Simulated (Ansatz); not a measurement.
# CH4FNbOS: up Jacob's ladder to CCSD(T)

An exercise on one series of results from a longer session: the logs are not shown, and one member is left open.

Method: functionals in def2-TZVPP, the program's frozen cores in correlated methods; program: Ansatz 0.2.0, Gaussian basis.

Plan: LDA (SPW92), PBE-D4, revPBE-D4, BLYP-D4, r2SCAN-D4, B97M-V, PBE0-D4, B3LYP-D4, r2SCANh-D4, r2SCAN0-D4, HSE06-D4, BHLYP-D4, CAM-B3LYP-D4, LC-ωPBE, ωB97X-V, ωB97M-V, B2PLYP, PBE-QIDH; CCSD(T)/def2-SVP; CCSD(T)/def2-TZVPP; MP2/def2-QZVPP; extrapolation to the limit; RPA on PBE.

### Structure used throughout

The geometry comes from an earlier relaxation with PBE0-D4 in a triple-zeta def2 set; it is a stationary point, not always the lowest conformer. Nb takes the def2 core potential; no spin-orbit term is included.

9 atoms, charge 0, spin multiplicity 1.

Atoms are counted from 1 here; the program's logs count them from 0.

Bond lengths: C1–Nb2 2.132 Å, C1–H6 1.093 Å, C1–H7 1.094 Å, C1–H8 1.097 Å, Nb2–O3 1.871 Å, Nb2–F4 1.864 Å, Nb2–S5 2.138 Å, O3–H9 0.959 Å. Angles: Nb2–C1–H6 111.4°, Nb2–C1–H7 110.2°, Nb2–C1–H8 108.5°, H6–C1–H7 108.3°, H6–C1–H8 109.1°, H7–C1–H8 109.3°, C1–Nb2–O3 106.3°, C1–Nb2–F4 108.0°, C1–Nb2–S5 104.4°, O3–Nb2–F4 114.5°, O3–Nb2–S5 110.7°, F4–Nb2–S5 112.1°, Nb2–O3–H9 132.3°.

The first run:

Contents of in.yaml:

```yaml
crystal:
  periodic: [false, false, false]
  atoms:
    - {symbol: C, position_ang: [-1.329605, 0.166750, -0.274226]}
    - {symbol: Nb, position_ang: [0.781219, -0.130724, -0.267499]}
    - {symbol: O, position_ang: [1.208718, -0.823747, 1.417052]}
    - {symbol: F, position_ang: [1.211262, -1.247848, -1.695733]}
    - {symbol: S, position_ang: [1.596289, 1.831527, -0.506843]}
    - {symbol: H, position_ang: [-1.639144, 0.847562, 0.522578]}
    - {symbol: H, position_ang: [-1.647811, 0.589749, -1.231595]}
    - {symbol: H, position_ang: [-1.817522, -0.804288, -0.127186]}
    - {symbol: H, position_ang: [1.725194, -0.475280, 2.146352]}
basis:
  gaussian: {orbitals: def2-TZVPP}
hamiltonian: {xc: lda}
output: {orbitals: {seedname: orbitals}}
```

Among the steps run: LDA; PBE-D4 (GGA); revPBE-D4 (GGA); BLYP-D4 (GGA); r2SCAN-D4 (meta-GGA); B97M-V (meta-GGA); PBE0-D4 (hybrid); B3LYP-D4 (hybrid); r2SCANh-D4 (hybrid); r2SCAN0-D4 (hybrid); HSE06-D4 (hybrid); BHLYP-D4 (hybrid); CAM-B3LYP-D4 (range-separated); LC-ωPBE-D4 (range-separated; the results give it without D4); ωB97X-V (range-separated); ωB97M-V (range-separated); B2PLYP (double hybrid); PBE-QIDH (double hybrid).

One table of the session follows, with a row left open; its other results are not shown here.

It belongs to the step «Frontier levels by functional». 

```
  functional  HOMO (eV)  LUMO (eV)  gap (eV)
 LDA (SPW92)          ?          ?         ?
      PBE-D4      -6.63      -2.94      3.69
   revPBE-D4      -6.57      -2.86      3.70
     BLYP-D4      -6.46      -2.82      3.64
   r2SCAN-D4      -6.90      -2.84      4.06
      B97M-V      -6.92      -2.78      4.14
     PBE0-D4      -7.82      -2.13      5.69
    B3LYP-D4      -7.57      -2.34      5.23
  r2SCANh-D4      -7.34      -2.53      4.81
  r2SCAN0-D4      -8.00      -2.06      5.93
    HSE06-D4      -7.42      -2.51      4.91
    BHLYP-D4      -8.82      -1.16      7.66
CAM-B3LYP-D4      -9.08      -1.03      8.05
     LC-ωPBE     -10.40       0.09     10.49
     ωB97X-V     -10.07       0.02     10.09
     ωB97M-V      -9.94      -0.03      9.91
```

Q: Estimate the row for LDA (SPW92) from the others.

The run gave: HOMO (eV): -6.81; LUMO (eV): -3.15; gap (eV): 3.65. In the column «HOMO (eV)» it lies between r2SCAN-D4 (-6.90) and PBE-D4 (-6.63).
